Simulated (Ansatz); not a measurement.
Predict the output of the script below (Ansatz 0.2.0 through its Python package).

`opt.py`
```python
"""Minimum-energy structure of C2H4Cl2Si2."""

from dataclasses import dataclass

import ansatz as az
import numpy as np


@dataclass
class RunConfig:
    basis_set: str = "cc-pVDZ"
    xc: str = "hf"


settings = RunConfig()


def main() -> None:
    geometry_ang = [
        ("Si", (-0.3283, -2.0126, 1.5379)),
        ("C", (-0.0431, -0.5157, 0.3981)),
        ("C", (0.1351, 0.4247, -0.3412)),
        ("Si", (0.5494, 1.8864, -1.4597)),
        ("Cl", (-0.2607, 1.4744, -3.3397)),
        ("Cl", (-0.5543, 3.5277, -0.7901)),
        ("H", (0.3512, -3.1748, 1.0293)),
        ("H", (-1.7943, -2.2335, 1.5787)),
        ("H", (0.1129, -1.6588, 2.9407)),
        ("H", (1.9152, 2.2311, -1.551)),
    ]
    mol = az.Crystal.molecule()
    for symbol, xyz in geometry_ang:
        mol = mol.atom(symbol, xyz)

    calc = mol.calculation().basis(gaussian=settings.basis_set).functional(settings.xc)
    symbols = [site.symbol for site in mol.cartesian_sites]
    start = np.array([site.position_ang for site in mol.cartesian_sites], dtype=float)
    summary = calc.relax(force_tolerance=0.01).run(threads=1, backend="cpu").report
    end = np.array(summary["positions_ang"])

    for key in ("converged", "free_energy_ev", "reference_energy_ev", "n_frozen", "n_occupied", "n_virtual"):
        print(f"{key:22s} {summary[key]}")

    print("bond        before    after (A)")
    for i, j in [(0, 1), (0, 6), (0, 7), (0, 8), (1, 2), (2, 3), (3, 4), (3, 5), (3, 9)]:
        d0, d1 = (np.linalg.norm(xyz[i] - xyz[j]) for xyz in (start, end))
        print(f"{symbols[i]}{i}-{symbols[j]}{j}".ljust(10), f"{d0:8.4f} {d1:8.4f}")
    for i, j, k in [(1, 0, 6), (1, 0, 7), (1, 0, 8), (6, 0, 7), (6, 0, 8), (7, 0, 8), (0, 1, 2), (1, 2, 3)]:
        u, v = end[i] - end[j], end[k] - end[j]
        print(f"angle {symbols[i]}{i}-{symbols[j]}{j}-{symbols[k]}{k}: {np.degrees(np.arccos(np.clip(u @ v / np.linalg.norm(u) / np.linalg.norm(v), -1, 1))):.2f} deg")
    with open("c2h4cl2si2_opt.xyz", "w") as handle:
        handle.write(f"{len(symbols)}\nrelaxed C2H4Cl2Si2\n")
        handle.writelines(f"{s:2s} {x:11.6f} {y:11.6f} {z:11.6f}\n" for s, (x, y, z) in zip(symbols, end))


if __name__ == "__main__":
    main()
```

`python opt.py` gives:
```text
converged              True
free_energy_ev         -42858.021243348165
reference_energy_ev    -42858.021243348165
n_frozen               0
n_occupied             [39, 39]
n_virtual              [81, 81]
bond        before    after (A)
Si0-C1       1.9029   1.8651
Si0-H6       1.4391   1.4808
Si0-H7       1.4831   1.4804
Si0-H8       1.5125   1.4808
C1-C2        1.2094   1.2057
C2-Si3       1.8866   1.8307
Si3-Cl4      2.0882   2.0664
Si3-Cl5      2.0882   2.0664
Si3-H9       1.4116   1.4662
angle C1-Si0-H6: 108.43 deg
angle C1-Si0-H7: 108.48 deg
angle C1-Si0-H8: 108.44 deg
angle H6-Si0-H7: 110.51 deg
angle H6-Si0-H8: 110.41 deg
angle H7-Si0-H8: 110.51 deg
angle Si0-C1-C2: 179.55 deg
angle C1-C2-Si3: 178.56 deg
```

File `c2h4cl2si2_opt.xyz` afterwards:
```text
10
relaxed C2H4Cl2Si2
Si   -0.350684   -1.960035    1.528099
C    -0.047334   -0.507588    0.398008
C     0.139560    0.431757   -0.334375
Si    0.468439    1.854368   -1.438734
Cl   -0.218596    1.420589   -3.338658
Cl   -0.529262    3.518792   -0.728706
H     0.383881   -3.129809    0.994405
H    -1.805437   -2.232481    1.561945
H     0.143652   -1.612795    2.880070
H     1.898883    2.166102   -1.519053
```

Caveats:
- Total energies depend on the basis set; only differences at equal settings carry meaning.
- The end point is the stationary point reached from this start; no frequency run checks that it is a minimum, and the basis set is modest.
- Finished in 32 s on 1 thread of Arm Neoverse V2 (shared host), peak memory 0.38 GiB.

(Lines on the test bed's own set-up are left out of the output.)
